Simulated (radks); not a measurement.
**Ar³⁺ in [Ne] 3s2 3p3: an all-electron calculation**

One table from this session's results is given with a row withheld; the runs are named, their logs left out.

Method: Dirac Kohn-Sham, PBEsol, spin-unpolarised, spherical densities, point nucleus; open shells fill j = l - 1/2 first. Code: radks (a radial shooting solver on a logarithmic mesh, Libxc functionals) version 1.

### Starting point

```
element       : argon (Z = 18)
charge        : +3
electrons     : 15
configuration : [Ne] 3s2 3p3
```

Set-up of the first run:

The run's settings:

```text
Z 18
configuration [Ne] 3s2 3p3 4s0 3d0
relativity Dirac
functional pbe_sol,pbe_sol
spin unpolarised
j_filling energy
nucleus point
c 137.035999084
```

Among the steps run: Self-consistent calculation.

One table of the session follows, with a row left open; its other results are not shown here.

It belongs to the step «Orbitals and density». Radial moments (bohr):

| level | <r> | outermost maximum (interpolated) | 90 % within | nodes |
| --- | --- | --- | --- | --- |
| 1s1/2 | 0.08581 | 0.0561 | 0.153 | 0 |
| 2s1/2 | 0.4137 | 0.339 | 0.646 | 1 |
| 2p1/2 | 0.3743 | 0.279 | 0.620 | 0 |
| 2p3/2 | 0.3766 | 0.281 | 0.624 | 0 |
| 3s1/2 | 1.291 | 1.13 | 1.92 | 2 |
| 3p1/2 | 1.392 | 1.20 | 2.11 | 1 |
| 3p3/2 | 1.398 | 1.20 | 2.12 | 1 |
| 3d3/2 | 1.672 | 1.32 | 2.68 | 0 |
| 3d5/2 | 1.673 | 1.32 | 2.68 | 0 |
| 4s1/2 | ? | ? | ? | ? |

Estimate the missing values for 4s1/2.

**Answer.** <r>: 3.117; outermost maximum (interpolated): 2.91; 90 % within: 4.46; nodes: 3. In the column «<r>» it is the highest.

Caveats from the session: Spin polarisation and multiplet splitting are left out.
